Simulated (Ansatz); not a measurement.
# BFH₄Sn (SMILES F[BH][SnH3]): single points off equilibrium

One table from this session's results is given with a row withheld; the runs are named, their logs left out.

Program: Ansatz 0.2.0, Gaussian basis. Level of theory: single points in def2-TZVPP. These are calculated values, not measurements.

Cores are frozen in the correlated methods. Filled d shells of the heavier atoms are correlated. Core potentials replace the inner electrons past krypton, and spin-orbit coupling is left out.

**The system as given**

7 atoms, charge 0, spin multiplicity 1.

Atoms are counted from 1 here; the program's logs count them from 0.

Bond lengths: B2–Sn3 2.219 Å, B2–H4 1.235 Å, Sn3–H5 1.837 Å, Sn3–H6 1.917 Å, Sn3–H7 1.986 Å. Angles: Sn3–B2–H4 127.3°, B2–Sn3–H5 117.3°, B2–Sn3–H6 114.8°, B2–Sn3–H7 112.0°, H5–Sn3–H6 104.3°, H5–Sn3–H7 99.3°, H6–Sn3–H7 107.6°.

Coordinates:

```csv
atom,x (Å),y (Å),z (Å)
F1,-0.27000,-2.56500,-0.39620
B2,-0.48650,-1.19600,0.41990
Sn3,0.08030,0.88340,-0.10660
H4,-0.80320,-1.62650,1.53280
H5,-0.62030,1.58150,-1.65510
H6,-0.33030,2.19270,1.23140
H7,2.01380,1.04160,-0.52990
```

Set-up of the first run:

Input file run/in.yaml:

```yaml
crystal:
  periodic: [false, false, false]
  atoms:
    - {symbol: F, position_ang: [-0.270000, -2.565000, -0.396200]}
    - {symbol: B, position_ang: [-0.486500, -1.196000, 0.419900]}
    - {symbol: Sn, position_ang: [0.080300, 0.883400, -0.106600]}
    - {symbol: H, position_ang: [-0.803200, -1.626500, 1.532800]}
    - {symbol: H, position_ang: [-0.620300, 1.581500, -1.655100]}
    - {symbol: H, position_ang: [-0.330300, 2.192700, 1.231400]}
    - {symbol: H, position_ang: [2.013800, 1.041600, -0.529900]}
basis:
  gaussian: {orbitals: def2-TZVPP}
correlation: {method: ccsd_t}
output: {forces: true}
```

Command:

```console
ansatz run in.yaml --threads 4 --pin off --events-out ev --progress --plain --max-ram 5222MiB
```

Steps of the session up to this table: CCSD(T)/def2-TZVPP; PBE0-D4/def2-TZVPP; wB97M-V/def2-TZVPP; r2SCAN-D4/def2-TZVPP; PBE-D4/def2-TZVPP; r2SCANh-D4/def2-TZVPP; SPW92/def2-TZVPP.

One table of the session follows, with a row left open; its other results are not shown here.

```
    method  RMS force component (eV/Å)  angle to CCSD(T) forces (°)  dipole (D)
   CCSD(T)                       2.015                    reference        1.86
   PBE0-D4                       2.004                          1.6        1.86
   wB97M-V                           ?                            ?           ?
 r2SCAN-D4                       1.943                          1.2        1.75
    PBE-D4                       1.811                          2.8        1.64
r2SCANh-D4                       2.000                          1.0        1.82
     SPW92                       1.879                          5.8        1.75
```

Estimate the missing values for wB97M-V.

**Answer.** RMS force component (eV/Å): 2.031; angle to CCSD(T) forces (°): 1.0; dipole (D): 1.85. In the column «RMS force component (eV/Å)» it is the highest.
